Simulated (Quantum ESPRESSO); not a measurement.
## GaGe in Quantum ESPRESSO: the effect of functional

The system is GaGe.

```
CELL_PARAMETERS angstrom
0.00000 2.89784 2.89784
2.89784 0.00000 2.89784
2.89784 2.89784 0.00000
ATOMIC_POSITIONS crystal
Ge 0.00000 0.00000 0.00000
Ga 0.25000 0.25000 0.25000
```

The cell comes from a database or a generator and needn't be the stable form of this composition.

Alike in all runs:

- Program: Quantum ESPRESSO 7.5
- Task: phonon dispersion
- Cutoff: 1088 eV
- Density cutoff: 4354 eV
- k mesh: 6 × 6 × 6
- Occupations: cold, width 0.2 eV
- Spin: no spin polarisation

Each run relaxes the cell or the atoms first.

| functional | potentials or basis | relaxed volume (Å³/atom) | highest phonon frequency (cm⁻¹) |
| --- | --- | --- | --- |
| LDA | PseudoDojo 0.4.1 SR LDA standard | 22.39 | 230 |
| PBE | PseudoDojo 0.4.1 SR PBE standard | ? | ? |
| PBEsol | PseudoDojo 0.4.1 SR PBEsol standard | 23.21 | 223 |

What does the run with functional PBE give?

Relaxed volume 24.42 Å³/atom; highest phonon frequency 211 cm⁻¹.

Caveats: the mesh is thin for the phonons of a metal.
